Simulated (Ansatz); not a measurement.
# K3C: the cost of one run

Computed with Ansatz 0.2.0 (DFT PBE, scalar-relativistic, plane waves, PAW, unless a step's input says otherwise).

2 further runs of the same task are left out: 2 that didn't finish.

**1. The starting structure**

Symmetry: I4/mmm, No. 139, tetragonal system. The conventional cell has a = 5.318 Å, b = 5.318 Å, c = 10.706 Å, α = 90.00°, β = 90.00°, γ = 90.00°. Around K (site symmetry -4m2) lie 8 K at 3.76 to 3.77 Å and 4 C at 3.77 Å. K (site symmetry 4/mmm) has 4 C at 3.76 Å and 8 K at 3.77 Å as nearest neighbours. C (site symmetry 4/mmm) is surrounded by 12 K at 3.76 to 3.77 Å.

Coordinates:

```xyz
4
Lattice="-2.6588 2.6588 5.3532 2.6588 -2.6588 5.3532 2.6588 2.6588 -5.3532" Properties=species:S:1:pos:R:3 pbc="T T T"
K     0.0000    2.6588    2.6766
K     2.6588    0.0000    2.6766
K     0.0000    0.0000    5.3532
C     0.0000    0.0000    0.0000
```

The cell is invented: species swapped into a database cell of GdHo3 (I4/mmm, No. 139), with C on the Gd sites and K on the Ho sites. Its size is a rough estimate.

**2. A first look at the guess**

Input file input.yaml:

```yaml
crystal:
  lattice:
    - [-2.65875857, 2.65875857, 5.35319013]
    - [2.65875857, -2.65875857, 5.35319013]
    - [2.65875857, 2.65875857, -5.35319013]
  atoms:
    - { symbol: K, position: [0.75, 0.25, 0.5] }
    - { symbol: K, position: [0.25, 0.75, 0.5] }
    - { symbol: K, position: [0.5, 0.5, 0.0] }
    - { symbol: C, position: [0.0, 0.0, 0.0] }
basis:
  ecutwfc: 420
kpoints:
  mp_grid: { grid: [4, 4, 4] }
hamiltonian:
  xc: pbe
scf:
  occupations: { method: gaussian, width: 0.1 }
  lower_state_search: "off"
output:
  forces: true
  stress: true
  eigenvalues: true
```

Run with:

```console
ansatz run input.yaml --threads 1 --pin off --max-ram 2560MiB --backend cpu --events-out ev --progress --plain --runs-dir out
```

Q: Estimate wall time and peak memory on 1 thread of Arm Neoverse V2, shared host.

About 1.7 s, with a peak of 0.37 GiB.
